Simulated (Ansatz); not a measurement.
# C2H10BFOSi: the cost of one run

Program: Ansatz 0.2.0, Gaussian basis. Level of theory: the settings change from run to run. These are calculated values, not measurements.

**1. The relaxed structure**

An earlier PBE0-D4 in a triple-zeta def2 set relaxation fixed the geometry.

16 atoms, charge 0, spin multiplicity 1.

Atoms are counted from 1 here; the program's logs count them from 0.

Bond lengths: C1–B2 1.564 Å, C1–H7 1.098 Å, C1–H8 1.092 Å, C1–H9 1.091 Å, B2–C3 1.568 Å, B2–F4 1.346 Å, C3–H10 1.092 Å, C3–H11 1.098 Å, C3–H12 1.093 Å, O5–Si6 1.660 Å, O5–H13 0.959 Å, Si6–H14 1.478 Å, Si6–H15 1.485 Å, Si6–H16 1.488 Å. Angles: B2–C1–H7 108.5°, B2–C1–H8 112.4°, B2–C1–H9 112.7°, H7–C1–H8 107.0°, H7–C1–H9 106.8°, H8–C1–H9 109.1°, C1–B2–C3 124.9°, C1–B2–F4 117.3°, C3–B2–F4 116.9°, B2–C3–H10 112.8°, B2–C3–H11 108.4°, B2–C3–H12 112.7°, H10–C3–H11 106.3°, H10–C3–H12 109.6°, H11–C3–H12 106.7°, Si6–O5–H13 117.3°, O5–Si6–H14 105.8°, O5–Si6–H15 111.5° and more.

**2. MP2/pcseg-2**

Set apart from the defaults: charge +1, multiplicity 2, the search for lower states set to full.

Contents of in.yaml:

```yaml
crystal:
  periodic: [false, false, false]
  atoms:
    - {symbol: C, position_ang: [-1.454924, -1.269538, -0.133514]}
    - {symbol: B, position_ang: [-0.190036, -0.833721, 0.677307]}
    - {symbol: C, position_ang: [1.199416, -1.559327, 0.629043]}
    - {symbol: F, position_ang: [-0.363794, 0.086979, 1.643633]}
    - {symbol: O, position_ang: [0.499719, 0.962847, -0.954428]}
    - {symbol: Si, position_ang: [0.013420, 2.483687, -0.501701]}
    - {symbol: H, position_ang: [-1.932846, -2.107191, 0.391020]}
    - {symbol: H, position_ang: [-2.198482, -0.473146, -0.206008]}
    - {symbol: H, position_ang: [-1.210153, -1.622906, -1.136517]}
    - {symbol: H, position_ang: [1.459980, -1.907831, -0.372743]}
    - {symbol: H, position_ang: [1.144208, -2.454856, 1.261218]}
    - {symbol: H, position_ang: [2.010872, -0.944983, 1.026465]}
    - {symbol: H, position_ang: [1.431374, 0.836078, -1.140752]}
    - {symbol: H, position_ang: [-1.441908, 2.385490, -0.261943]}
    - {symbol: H, position_ang: [0.722818, 2.941770, 0.719808]}
    - {symbol: H, position_ang: [0.287336, 3.453849, -1.596386]}
basis:
  gaussian: {orbitals: pcseg-2}
total_charge: 1
magnetization: {spin_polarized: true, initial_magnetization: 1}
hamiltonian: {xc: {name: HF}}
correlation: {method: mp2}
scf: {lower_state_search: full}
```

On the command line:

```console
> ansatz run in.yaml --threads 4 --pin off --events-out ev --progress --plain --max-ram 11315MiB
```

What time and memory should one allow on 4 threads of Arm Neoverse V1, shared host?

About 77 s, with a peak of 1.2 GiB.
